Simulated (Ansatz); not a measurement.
# CH₆OSSi: up Jacob's ladder to CCSD(T)

An exercise on one series of results from a longer session: the logs are not shown, and one member is left open.

The runs use Ansatz 0.2.0, Gaussian basis; functionals in def2-TZVPP, the program's frozen cores in correlated methods.

Plan: LDA (SPW92), PBE-D4, revPBE-D4, BLYP-D4, r2SCAN-D4, B97M-V, PBE0-D4, B3LYP-D4, r2SCANh-D4, r2SCAN0-D4, HSE06-D4, BHLYP-D4, CAM-B3LYP-D4, LC-ωPBE, ωB97X-V, ωB97M-V, B2PLYP, PBE-QIDH; CCSD(T)/def2-SVP; CCSD(T)/def2-TZVPP; MP2/def2-QZVPP; extrapolation to the limit; RPA on PBE.

## Structure used throughout

All runs share one geometry, relaxed beforehand with PBE0-D4 in a triple-zeta def2 set.

SMILES `OCS[SiH3]`, 10 atoms, charge 0, spin multiplicity 1.

Atoms are counted from 1 here; the program's logs count them from 0.

Bond lengths: O1–C2 1.389 Å, O1–H5 0.962 Å, C2–S3 1.838 Å, C2–H6 1.089 Å, C2–H7 1.096 Å, S3–Si4 2.125 Å, Si4–H8 1.482 Å, Si4–H9 1.491 Å, Si4–H10 1.487 Å. Angles: C2–O1–H5 109.1°, O1–C2–S3 114.6°, O1–C2–H6 107.0°, O1–C2–H7 112.8°, S3–C2–H6 105.2°, S3–C2–H7 108.3°, H6–C2–H7 108.6°, C2–S3–Si4 98.7°, S3–Si4–H8 107.2°, S3–Si4–H9 110.7°, S3–Si4–H10 111.4°, H8–Si4–H9 109.6°, H8–Si4–H10 110.5°, H9–Si4–H10 107.5°.

As a file:

```
O    -0.10837    1.86489   -0.93626
C     0.56149    0.66330   -1.12765
S    -0.50546   -0.83054   -1.03898
Si   -0.43687   -1.15215    1.06089
H    -0.48426    1.87756   -0.05106
H     0.95250    0.67510   -2.14448
H     1.39830    0.52926   -0.43308
H    -1.37236   -2.26051    1.36557
H    -0.86048    0.07462    1.79532
H     0.93851   -1.49273    1.51263
```

Set-up of the first run:

in.yaml reads:

```yaml
crystal:
  periodic: [false, false, false]
  atoms:
    - {symbol: O, position_ang: [-0.108372, 1.864886, -0.936263]}
    - {symbol: C, position_ang: [0.561493, 0.663298, -1.127646]}
    - {symbol: S, position_ang: [-0.505463, -0.830535, -1.038976]}
    - {symbol: Si, position_ang: [-0.436868, -1.152154, 1.060885]}
    - {symbol: H, position_ang: [-0.484260, 1.877564, -0.051064]}
    - {symbol: H, position_ang: [0.952498, 0.675097, -2.144478]}
    - {symbol: H, position_ang: [1.398305, 0.529264, -0.433081]}
    - {symbol: H, position_ang: [-1.372356, -2.260513, 1.365572]}
    - {symbol: H, position_ang: [-0.860482, 0.074625, 1.795323]}
    - {symbol: H, position_ang: [0.938505, -1.492730, 1.512628]}
basis:
  gaussian: {orbitals: def2-TZVPP}
hamiltonian: {xc: lda}
output: {orbitals: {seedname: orbitals}}
```

Started as:

```console
ansatz run in.yaml --threads 2 --pin off --events-out ev --progress --plain --max-ram 4352MiB
```

Among the steps run: LDA; PBE-D4 (GGA); revPBE-D4 (GGA); BLYP-D4 (GGA); r2SCAN-D4 (meta-GGA); B97M-V (meta-GGA); PBE0-D4 (hybrid); B3LYP-D4 (hybrid); r2SCANh-D4 (hybrid); r2SCAN0-D4 (hybrid); HSE06-D4 (hybrid); BHLYP-D4 (hybrid); CAM-B3LYP-D4 (range-separated); LC-ωPBE (range-separated); ωB97X-V (range-separated); ωB97M-V (range-separated); B2PLYP (double hybrid); PBE-QIDH (double hybrid).

One of the session's tables, all rows but one given; the rest of the session is left out.

It belongs to the step «Orbital energies across the functionals». 

| functional | HOMO (eV) | gap (eV) |
| --- | --- | --- |
| LDA (SPW92) | -6.18 | 4.95 |
| PBE-D4 | -6.06 | 5.09 |
| revPBE-D4 | -6.01 | 5.15 |
| BLYP-D4 | -5.91 | 5.07 |
| r2SCAN-D4 | -6.34 | 5.70 |
| B97M-V | -6.48 | 5.66 |
| PBE0-D4 | -7.29 | 7.19 |
| B3LYP-D4 | -7.06 | 6.74 |
| r2SCANh-D4 | -6.79 | 6.46 |
| r2SCAN0-D4 | -7.47 | 7.58 |
| HSE06-D4 | -6.89 | 6.42 |
| BHLYP-D4 | ? | ? |
| CAM-B3LYP-D4 | -8.62 | 9.52 |
| LC-ωPBE | -10.01 | 12.08 |
| ωB97X-V | -9.65 | 11.59 |
| ωB97M-V | -9.49 | 11.13 |

**Question.** Estimate the row for BHLYP-D4.

Worked estimate for «HOMO (eV)». Against the share of exact exchange, BLYP-D4 (0, -5.91), B3LYP-D4 (0.2, -7.06) give a slope of -5.75 per unit share; at 0.5 the line stands at -8.78.

**Answer.** HOMO (eV): -8.39; gap (eV): 9.17. In «HOMO (eV)» the line misses by -0.39.
